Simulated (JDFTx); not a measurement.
Runs of JDFTx 1.7.0 (patched build) on HfIn4SiO6. The structure is trigonal, space group P312 (No. 149). The conventional cell has a = 5.277 Å, b = 5.277 Å, c = 10.559 Å, α = 90.00°, β = 90.00°, γ = 120.00°. Hf (site symmetry 32) is surrounded by 6 O at 2.10 Å. In (site symmetry 3) has 3 O at 2.62 Å as nearest neighbours. In (site symmetry 3) has 3 O at 2.32 Å as nearest neighbours. Si (site symmetry 32) is surrounded by 6 O at 1.83 Å. Around O (site symmetry 1) lie 1 Si at 1.83 Å and 1 Hf at 2.10 Å. The cell was built by a generator and needn't be a form met in nature.

| level | U | gap on the mesh (eV) | pressure (GPa) | largest force (eV/Å) |
| --- | --- | --- | --- | --- |
| PBE+U | Hf d U = 4 eV | 1.05 | 0.3 | 0.30 |
| PBE+U | Hf d U = 6 eV | 1.05 | (a) | 0.30 |
| PBE+U | Hf d U = 2 eV | 1.05 | (b) | 0.30 |
| PBE+U | Hf d U = 8 eV | 1.05 | 0.9 | 0.38 |
| PBE | - | 1.05 | -0.1 | 0.30 |

Alike in all rows: task single point; potentials or basis PseudoDojo-SR-PBE-0.5-standard with smoothed tails; no spin polarisation; cell as given; k mesh 2 × 2 × 1; cutoff (eV) 1143; smearing fermi-dirac 0.05 eV; the mesh is coarse, so values aren't converged.

**Question.** Estimate the missing entries.

**Answer.** (a) 0.5; (b) 0.0.

Caveats: all runs use coarse meshes; the empty levels aren't tightly converged; spin-orbit coupling is left out, which moves the levels of the heavy elements; an odd mesh through Γ misses points on the zone boundary, where band edges often lie.

A k mesh can miss the band edges, and the runs leave out spin-orbit coupling on Hf, In.

Not every run made on this cell is shown here.
